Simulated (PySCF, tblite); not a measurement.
# CH₇BSi₂ (triplet), a small gas-phase stand-in for a defect centre: EPR parameters

Aim: the EPR parameters of `[SiH3]B[C][SiH3]`. It is drawn as: twofold C.

Programs: tblite 0.8.0 and PySCF 2.14.0. All values are calculated, for the isolated system unless a continuum is named. Atoms count from 0, parts from 1.

## 1. The system as given

11 atoms, charge 0, multiplicity 3; geometry: distance geometry start.

## 2. Geometry optimisation with GFN2-xTB

Job settings and geometry (Å):

```
{"job": {"kind": "relax", "xc": "GFN2-xTB", "basis": "xTB"}, "charge": 0, "multiplicity": 3}
C      0.839216    -0.154840     1.365081
Si     1.950369    -0.538667    -0.096719
B     -0.401029     0.730669     0.983261
Si    -1.825450     0.128335    -0.194841
H      3.370804    -0.537830     0.314051
H      1.768658     0.485246    -1.162131
H      1.591029    -1.892057    -0.611198
H     -0.633232     1.693081     1.610301
H     -3.062439    -0.098704     0.599059
H     -2.117718     1.248726    -1.106046
H     -1.492601    -1.061142    -0.936745
```

Method: GFN2-xTB geometry optimisation, gas phase.

On the command line:

```
> OMP_NUM_THREADS=1 python cluster_run.py task.json out
```

The driver reads the jobs from task.json and runs them one after another.

**Question.** The jobs that follow are: PBE0-D3(BJ)/def2-SVP geometry optimisation, gas phase; UKS B3LYP, IGLO-III on B C Si, pcH-1 on H, non-relativistic, mean-field spin-orbit, GIAO; UKS BHandHLYP, IGLO-III on B C Si, pcH-1 on H, non-relativistic, mean-field spin-orbit, GIAO. Predict: point group; rotational constants (main isotopes); D, E (B3LYP); g(iso) (B3LYP); ⟨S²⟩; largest a(iso); potential on the surface of density 0.002 e/bohr³, 1st and 99th percentile.

The runs gave:

| quantity | value |
| --- | --- |
| point group | C1 |
| rotational constants (main isotopes) | 13.05, 1.43, 1.33 GHz |
| D, E (B3LYP) | 0.368, 0.009 cm⁻¹ |
| g(iso) (B3LYP) | 2.00241 |
| ⟨S²⟩ | 2.008 (exact 2.00) |
| largest a(iso) | 1H on H7, 62.8 MHz |
| potential on the surface of density 0.002 e/bohr³, 1st and 99th percentile | -0.21 V and 1.19 V |

What this shows: The start of the PBE0/def2-SVP relaxation was shaken at random by about 0.01 Å, so part of the energy gained, and of the first lengths quoted, undoes that. Relaxing lowered the energy by 0.167 eV in 4 steps; the close pair that moved most is B2–Si3, from 1.947 to 2.031 Å (PBE0/def2-SVP). C0 carries the largest spin population, 1.60 e. The isotropic g lies 0.1 ppt above the free-electron value. The coupling of 1H on H7 runs from 59.8 (BHandHLYP/IGLO-III+pcH-1) to 62.8 MHz (B3LYP/IGLO-III+pcH-1). The triplet was assumed; the singlet may lie lower. A capped cluster stands for the solid here, so long-range fields and strain are missing, and bands or shifts of the capping hydrogens have no counterpart in it.
